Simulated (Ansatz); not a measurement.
# GeH4O: the cost of one run

Computed with Ansatz 0.2.0, Gaussian basis. Level: PBE0-D4/def2-TZVP structures, single points in def2-TZVPP, no counterpoise correction.

Levels: SPW92, PBE-D4, BLYP-D4, r2SCAN-D4, B97M-V, PBE0-D4, B3LYP-D4, r2SCAN0-D4, BHLYP-D4, CAM-B3LYP-D4, wB97X-V, wB97M-V, B2PLYP, PBE-QIDH, RPA on PBE, Hartree-Fock, MP2, CCSD, CCSD(T).

Cores are frozen in the correlated methods. Filled d shells of the heavier atoms are correlated. B3LYP uses VWN-RPA correlation. B2PLYP carries no dispersion term here.

94 further runs of the same task are left out: 94 set aside as unsound or not needed.

## (1) Starting geometry

The complex: 10 atoms, charge 0, spin multiplicity 1.

Atoms are counted from 1 here; the program's logs count them from 0.

Bond lengths: Ge1–H3 1.531 Å, Ge1–H4 1.532 Å, Ge1–H5 1.550 Å, Ge1–O7 1.798 Å, N2–H6 1.014 Å, N2–H8 1.012 Å, N2–H9 1.012 Å, O7–H10 0.959 Å. Angles: H3–Ge1–H4 113.1°, H3–Ge1–H5 109.5°, H3–Ge1–O7 109.7°, H4–Ge1–H5 109.5°, H4–Ge1–O7 109.7°, H5–Ge1–O7 105.0°, H6–N2–H8 107.9°, H6–N2–H9 107.9°, H8–N2–H9 107.6°, Ge1–O7–H10 110.7°.

As a file:

```mol
GeH7NO
  3D, bonds by distance, orders not assigned

 10  8  0  0  0  0  0  0  0  0999 V2000
   -1.2489   -0.3830   -0.3538 Ge  0  0
    1.7555   -0.1979    0.1598 N   0  0
   -0.5879   -0.5017   -1.7302 H   0  0
   -0.9165   -1.5544    0.5751 H   0  0
   -2.7863   -0.2790   -0.5251 H   0  0
    1.3927    0.6808    0.5132 H   0  0
   -0.7614    1.1642    0.4211 O   0  0
    2.2354   -0.6647    0.9187 H   0  0
    2.4429    0.0130   -0.5523 H   0  0
   -1.5254    1.7227    0.5735 H   0  0
  1  3  8  0
  1  4  8  0
  1  5  8  0
  1  7  8  0
  2  6  8  0
  2  8  8  0
  2  9  8  0
  7 10  8  0
M  END
```

Its parts: GeH₄O holds atoms 1, 3, 4, 5, 7, 10; NH₃ holds atoms 2, 6, 8, 9. Each part counts its atoms afresh in its own runs.

## (2) Relaxing GeH₄O alone

The input, relax-a/in.yaml:

```yaml
crystal:
  periodic: [false, false, false]
  atoms:
    - {symbol: Ge, position_ang: [-1.248906, -0.382978, -0.353843]}
    - {symbol: H, position_ang: [-0.587909, -0.501734, -1.730240]}
    - {symbol: H, position_ang: [-0.916453, -1.554380, 0.575149]}
    - {symbol: H, position_ang: [-2.786272, -0.279049, -0.525136]}
    - {symbol: O, position_ang: [-0.761391, 1.164164, 0.421127]}
    - {symbol: H, position_ang: [-1.525449, 1.722695, 0.573549]}
basis:
  gaussian: {orbitals: def2-TZVP}
hamiltonian: {xc: pbe0, dispersion: d4}
relax: {f_tol: 0.005, max_steps: 200}
```

Run with:

```sh
$ ansatz run in.yaml --threads 4 --pin off --events-out ev --progress --plain --max-ram 9574MiB
```

**Question.** How long does this run take on 4 threads of Arm Neoverse V1, shared host?

About 16 s.
